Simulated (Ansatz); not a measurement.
# BrHO: the cost of one run

Computed with Ansatz 0.2.0, Gaussian basis. Level: cc-pVTZ, core rule «outside noble gas», up to 15 orbitals frozen.

The runs, in order: UHF; CCSD(T) on ROHF; CCSD(T) on UHF; BCCD(T) on ROHF; CCSDT(Q) on ROHF; CCSDT(Q) on UHF; CASSCF and MRCISD+Q, 4 electrons in 4 orbitals; CASSCF and NEVPT2, 4 electrons in 4 orbitals; CASSCF and MRCISD+Q, 14 electrons in 9 orbitals; CASSCF and NEVPT2, 14 electrons in 9 orbitals.

**1. What is computed**

The geometry derives from fragments relaxed apart (PBE0/def2-TZVP) and kept rigid, so it is no stationary point. A hydrogen atom is moved between rigid fragments. No spin-orbit coupling is included. The filled d shell of Br may be among the frozen orbitals whatever the setting's name suggests; the logs give the count.

3 atoms, charge 0, spin multiplicity 3.

Atoms are counted from 1 here; the program's logs count them from 0.

Bond lengths: Br1–H2 1.768 Å, H2–O3 0.990 Å. Angles: Br1–H2–O3 180.0°.

**2. UHF**

Input file in.yaml:

```yaml
crystal:
  periodic: [false, false, false]
  atoms:
    - {symbol: Br, position_ang: [0.000000, 0.000000, -1.508667]}
    - {symbol: H, position_ang: [0.000000, 0.000000, 0.259333]}
    - {symbol: O, position_ang: [0.000000, 0.000000, 1.249333]}
basis:
  gaussian: {orbitals: cc-pVTZ}
magnetization: {spin_polarized: true, initial_magnetization: 2}
hamiltonian: {xc: hf}
output: {orbitals: {seedname: orbitals}}
```

Launch:

```
ansatz run in.yaml --threads 1 --pin off --events-out ev --progress --plain --max-ram 2816MiB --backend cpu
```

Q: Estimate wall time and peak memory on 1 thread of AMD EPYC 7R13, shared host.

About 6.5 s, with a peak of 0.29 GiB.
